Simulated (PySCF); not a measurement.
# Dy(BH4)3: other functionals and bases at one geometry

One table from this session's results is given with a row withheld; the runs are named, their logs left out.

Method: several levels, as the steps say, no spin–orbit coupling; program: PySCF 2.14.0.

3 further runs of the same task are left out: 2 for a known fault of the program, 1 that didn't finish.

## Starting geometry

16 atoms, charge 0, spin multiplicity 1.

Bond lengths: Dy1–B2 2.461 Å, Dy1–H4 2.262 Å, Dy1–H5 2.262 Å, Dy1–H6 2.307 Å, Dy1–B7 2.461 Å, Dy1–H9 2.262 Å, Dy1–H10 2.262 Å, Dy1–H11 2.307 Å, Dy1–B12 2.461 Å, Dy1–H14 2.262 Å, Dy1–H15 2.262 Å, Dy1–H16 2.307 Å, B2–H3 1.203 Å, B2–H4 1.262 Å, B2–H5 1.262 Å, B2–H6 1.247 Å, B7–H8 1.203 Å, B7–H9 1.262 Å and more. Angles: B2–Dy1–H4 30.6°, B2–Dy1–H5 30.6°, B2–Dy1–H6 30.1°, B2–Dy1–B7 120.0°, B2–Dy1–H9 102.1°, B2–Dy1–H10 102.1°, B2–Dy1–H11 150.1°, B2–Dy1–B12 120.0°, B2–Dy1–H14 130.6°, B2–Dy1–H15 130.6°, B2–Dy1–H16 89.9°, H4–Dy1–H5 52.3°, H4–Dy1–H6 51.9°, H4–Dy1–B7 130.6°, H4–Dy1–H9 102.0°, H4–Dy1–H10 126.7°, H4–Dy1–H11 150.8°, H4–Dy1–B12 102.1° and more.

As a file:

```mol
B3DyH12
  3D, bonds by distance, orders not assigned

 16 24  0  0  0  0  0  0  0  0999 V2000
   -0.0000   -0.0000    0.0000 Dy  0  0
    2.4610    0.0156   -0.0000 B   0  0
    3.6633   -0.0194   -0.0000 H   0  0
    1.9502   -0.5652    0.9968 H   0  0
    1.9502   -0.5652   -0.9968 H   0  0
    1.9887    1.1697   -0.0000 H   0  0
   -1.2440    2.1235   -0.0000 B   0  0
   -1.8148    3.1822    0.0000 H   0  0
   -0.4856    1.9715    0.9968 H   0  0
   -0.4856    1.9715   -0.9968 H   0  0
   -2.0073    1.1375   -0.0000 H   0  0
   -1.2170   -2.1391    0.0000 B   0  0
   -1.8485   -3.1627   -0.0000 H   0  0
   -1.4646   -1.4063    0.9968 H   0  0
   -1.4646   -1.4063   -0.9968 H   0  0
    0.0186   -2.3071   -0.0000 H   0  0
  1  2  8  0
  1  4  8  0
  1  5  8  0
  1  6  8  0
  1  7  8  0
  1  9  8  0
  1 10  8  0
  1 11  8  0
  1 12  8  0
  1 14  8  0
  1 15  8  0
  1 16  8  0
  2  3  8  0
  2  4  8  0
  2  5  8  0
  2  6  8  0
  7  8  8  0
  7  9  8  0
  7 10  8  0
  7 11  8  0
 12 13  8  0
 12 14  8  0
 12 15  8  0
 12 16  8  0
M  END
```

Formal oxidation states: Dy +3. Each metal's 9 4f electrons lie in its core potential, so multiplicities, spins and levels count the valence alone. An earlier session relaxed this geometry at B3LYP, Dy lcecp-1-SVP with ECP55, B def2-SVP, H def2-SVP (singlet, point group C3h).

At B3LYP on the finer grid: E = -118.868317 Eh, HOMO -9.31 eV, LUMO -3.07 eV, Mulliken charge on Dy1 +0.44 e, largest force component 0.018 eV/Å. 

Levels to run: M06-L; TPSS; wB97X; r2SCAN; B3LYP, TZVP. Hardware: 4 threads of Arm Neoverse V1, shared host.

Set-up of the first run:

Input file run.py (the lines that set the calculation):

```python
mol = gto.M(atom='''
Dy     0.00000     0.00000     0.00000
B      2.46101     0.01559     0.00000
H      3.66326    -0.01945     0.00000
H      1.95021    -0.56518     0.99677
H      1.95021    -0.56518    -0.99677
H      1.98874     1.16966     0.00000
B     -1.24401     2.12351     0.00000
H     -1.81478     3.18221     0.00000
H     -0.48564     1.97152     0.99677
H     -0.48564     1.97152    -0.99677
H     -2.00732     1.13747     0.00000
B     -1.21701    -2.13909     0.00000
H     -1.84848    -3.16275     0.00000
H     -1.46457    -1.40634     0.99677
H     -1.46457    -1.40634    -0.99677
H      0.01858    -2.30713     0.00000''',
    basis={'Dy': 'lcecp-1-SVP', 'B': 'def2-SVP', 'H': 'def2-SVP'},
    ecp={'Dy': 'lcecp-1-SVP'},
    charge=0, spin=0)
mf = dft.RKS(mol, xc='M06L')
mf.grids.atom_grid = (75, 302)  # f atoms: unpruned, at least (60, 302)
mf = mf.density_fit()  # fitting sets: Dy AutoAux, B def2-universal-JKFIT, H def2-universal-JKFIT
mf.conv_tol = 1e-08; mf.max_cycle = 55
mf.kernel(dm0)  # dm0: the density of the relaxed state
```

Command:

```console
$ OMP_NUM_THREADS=4 python run.py
```

Steps of the session up to this table: M06-L; TPSS; wB97X; r2SCAN; B3LYP, TZVP.

One table of the session follows, with a row left open; its other results are not shown here.

| level | HOMO (eV) | gap (eV) | charge on Dy1 (e) | largest force component (eV/Å) |
| --- | --- | --- | --- | --- |
| B3LYP (relaxed here) | -9.31 | 6.24 | 0.44 | 0.02 |
| M06-L | ? | ? | ? | ? |
| TPSS | -8.46 | 5.17 | 0.60 | 0.09 |
| wB97X | -11.93 | 11.01 | 0.68 | 0.11 |
| r2SCAN | -8.55 | 5.26 | 0.67 | 0.08 |
| B3LYP, TZVP | -9.35 | 6.28 | 1.13 | 0.36 |

Q: Estimate the row for M06-L from the others.

As computed: HOMO (eV): -8.40; gap (eV): 5.62; charge on Dy1 (e): 1.09; largest force component (eV/Å): 0.13. In the column «HOMO (eV)» it is the highest.

In one basis the HOMO–LUMO gap runs from 5.17 eV (TPSS) to 11.01 eV (wB97X). The largest leftover force, 0.36 eV/Å with B3LYP, TZVP, stands at a geometry relaxed at another level. With 4f in the core, its levels are missing from HOMO and gap, and its count is fixed, so no charge can pass from the ligands into it. Total energies of different levels can't be compared.
